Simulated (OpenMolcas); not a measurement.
# triplet WO3: levels of theory compared

We compute a comparison of 6 runs (U-revPBE/def2-SVPD, UB3LYP/def2-SVPD, UBHLYP/def2-SVPD, UPBE/def2-SVPD, UPBE0/def2-SVPD, UTPSS/def2-SVPD) of triplet WO3. 

Program for the calculation: OpenMolcas 26.06.

## (1) Starting point

The species is WO3 (4 atoms), meant as a triplet with charge 0. As SMILES of the parent species, `[O]=[W](=[O])=[O]`. Geometry: relaxed at PBE0-D4/def2-TZVP. That shape belongs to the parent species and isn't relaxed for this state.

Bond lengths: O1–W2 1.716 Å, W2–O3 1.716 Å, W2–O4 1.716 Å. Angles: O1–W2–O3 107.5°, O1–W2–O4 107.5°, O3–W2–O4 107.5°.

## (2) The energy at U-revPBE/def2-SVPD (core potential) (run 1)

The input, mol.xyz:

```xyz
4

O     -0.237500     0.265200     1.555000
W     -0.366400    -0.283700    -0.065200
O      1.071700    -1.143300    -0.433900
O     -0.412200     1.101500    -1.076300
```

The input, job.input:

```
&GATEWAY
 BasLib = $CurrDir
 Coord = mol.xyz
 Basis = def2-SVPD
 Group = NoSym

&SEWARD
 GridInput
 Grid=UltraFine
 End of Grid

&SCF
 UHF
 Spin = 3
 KSDFT = revPBE
 Thresholds = 1e-10 1e-07 1e-07 1e-05
 PrOrbitals = 0
```

The basis set def2-SVPD is read from a file made from the Basis Set Exchange's data (not shown).

Started as:

```
$ export MOLCAS_MEM=1860
$ pymolcas job.input > job.log
```

The log of the run:

```text
--- Start Module: gateway ---
[...]
--- Stop Module: gateway /rc=_RC_ALL_IS_WELL_ ---
--- Start Module: seward ---
[...]
      Basis functions          104
--- Stop Module: seward /rc=_RC_ALL_IS_WELL_ ---
[...]
--- Start Module: scf ---
[...]
       Convergence after  37 Iterations
[...]
::    Total KS-DFT energy                            -292.6338970247
[...]
      Total spin, S                                     1.0027683819
[...]
      Total electronic charge=   38.000000
      Total            charge=   -0.000000
[...]
      Dipole Moment (debye):
      Origin of the operator (angstrom)=   -0.2615   -0.2096   -0.0486
                   X= -1.6043E+00               Y= -1.1329E+00               Z= -2.5378E-01           Total=  1.9803E+00
      Quadrupole Moment (debye*angstrom):
[...]
--- Stop Module: scf /rc=_RC_ALL_IS_WELL_ ---
[...]
```

Wall time 73 s (1 thread of Arm Neoverse V2, shared host); peak memory 0.59 GiB.

## (3) The energy at UB3LYP/def2-SVPD (core potential) (run 2)

The input, input.xyz:

```xyz
4

O     -0.237500     0.265200     1.555000
W     -0.366400    -0.283700    -0.065200
O      1.071700    -1.143300    -0.433900
O     -0.412200     1.101500    -1.076300
```

The input, test.inp:

```
* O3W Kohn-Sham DFT
&GATEWAY
BASLIB=$CurrDir
COORD=input.xyz
BASIS=def2-SVPD
GROUP=NoSym
&SEWARD
GRIDINPUT
Grid=UltraFine
End of Grid
&SCF
UHF
SPIN=3
KSDFT=B3LYP
THRESHOLDS=1e-10 1e-07 1e-07 1e-05
PRORBITALS=1 1
```

The basis set def2-SVPD is read from a file made from the Basis Set Exchange's data (not shown).

Started as:

```
$ export MOLCAS_MEM=1860
$ pymolcas test.inp > test.log
```

The log of the run:

```text
--- Start Module: gateway ---
[...]
--- Stop Module: gateway /rc=_RC_ALL_IS_WELL_ ---
--- Start Module: seward ---
[...]
      Basis functions          104
--- Stop Module: seward /rc=_RC_ALL_IS_WELL_ ---
[...]
--- Start Module: scf ---
[...]
       Convergence after  34 Iterations
[...]
::    Total KS-DFT energy                            -292.6156659572
[...]
      Total spin, S                                     1.0089869413
[...]
      Total electronic charge=   38.000000
      Total            charge=   -0.000000
[...]
      Dipole Moment (debye):
      Origin of the operator (angstrom)=   -0.2615   -0.2096   -0.0486
                   X= -1.9452E+00               Y= -1.3708E+00               Z= -3.1010E-01           Total=  2.3998E+00
      Quadrupole Moment (debye*angstrom):
[...]
--- Stop Module: scf /rc=_RC_ALL_IS_WELL_ ---
[...]
```

It took 69 s on 1 thread of Arm Neoverse V2, shared host; peak memory 0.59 GiB.

Runs 3 to 5 aren't shown in full; the table further down has their settings and results.

## (4) A single-point energy at UTPSS/def2-SVPD (core potential) (run 6)

input.xyz is that of step 3.

The input, run.inp:

```
&GATEWAY
  BasLib=$CurrDir
  Coord=input.xyz
  Basis=def2-SVPD
  Group=NoSym

&SEWARD
  GridInput
  Grid=UltraFine
  End of Grid

&SCF
  UHF
  Spin=3
  KSDFT=2
  1.0 MGGA_X_TPSS
  1.0 MGGA_C_TPSS
  Thresholds=1e-10 1e-07 1e-07 1e-05
  PrOrbitals=1 1
```

The basis set def2-SVPD is read from a file made from the Basis Set Exchange's data (not shown).

Started as:

```
$ export MOLCAS_MEM=1860
$ pymolcas run.inp > run.log
```

The log of the run:

```text
--- Start Module: gateway ---
[...]
--- Stop Module: gateway /rc=_RC_ALL_IS_WELL_ ---
--- Start Module: seward ---
[...]
      Basis functions          104
--- Stop Module: seward /rc=_RC_ALL_IS_WELL_ ---
[...]
--- Start Module: scf ---
[...]
       Convergence after  44 Iterations
[...]
::    Total KS-DFT energy                            -292.6565090227
[...]
      Total spin, S                                     1.0039586183
[...]
      Total electronic charge=   38.000000
      Total            charge=   -0.000000
[...]
      Dipole Moment (debye):
      Origin of the operator (angstrom)=   -0.2615   -0.2096   -0.0486
                   X= -1.6816E+00               Y= -1.1874E+00               Z= -2.6615E-01           Total=  2.0757E+00
      Quadrupole Moment (debye*angstrom):
[...]
--- Stop Module: scf /rc=_RC_ALL_IS_WELL_ ---
[...]
```

Run time: 2.3 min. Hardware: 1 thread of Arm Neoverse V2, shared host; peak memory 0.59 GiB.

## (5) Overview of the runs

| run | level | energy (Eh) | dipole moment (D) | HOMO energy (eV) | ⟨S²⟩ | wall time |
| --- | --- | --- | --- | --- | --- | --- |
| 1 | U-revPBE/def2-SVPD (core potential) | -292.633897 | 1.98 | -5.70 | 2.008 | 73 s |
| 2 | UB3LYP/def2-SVPD (core potential) | -292.615666 | 2.40 | -6.83 | 2.027 | 69 s |
| 3 | UBHLYP/def2-SVPD (core potential) | -292.308557 | 2.86 | -8.34 | 2.091 | 59 s |
| 4 | UPBE/def2-SVPD (core potential) | -292.445101 | 1.99 | -5.74 | 2.008 | 69 s |
| 5 | UPBE0/def2-SVPD (core potential) | -292.339184 | 2.39 | -7.09 | 2.035 | 80 s |
| 6 | UTPSS/def2-SVPD (core potential) | -292.656509 | 2.08 | -5.84 | 2.012 | 2.3 min |

## (6) Results

```
                                 quantity          value
                      run 6: total energy  -292.65651 Eh
                     run 6: dipole moment         2.08 D
run 6: HOMO energy (highest over α and β)       -5.84 eV
                              run 6: ⟨S²⟩          2.012
```

**Reading.** The dipole moment (its size) runs from 1.98 D (U-revPBE/def2-SVPD) to 2.86 D (UBHLYP/def2-SVPD). Totals of different functionals can't be ranked against each other. All runs together took 8.1 min, the longest 2.3 min.
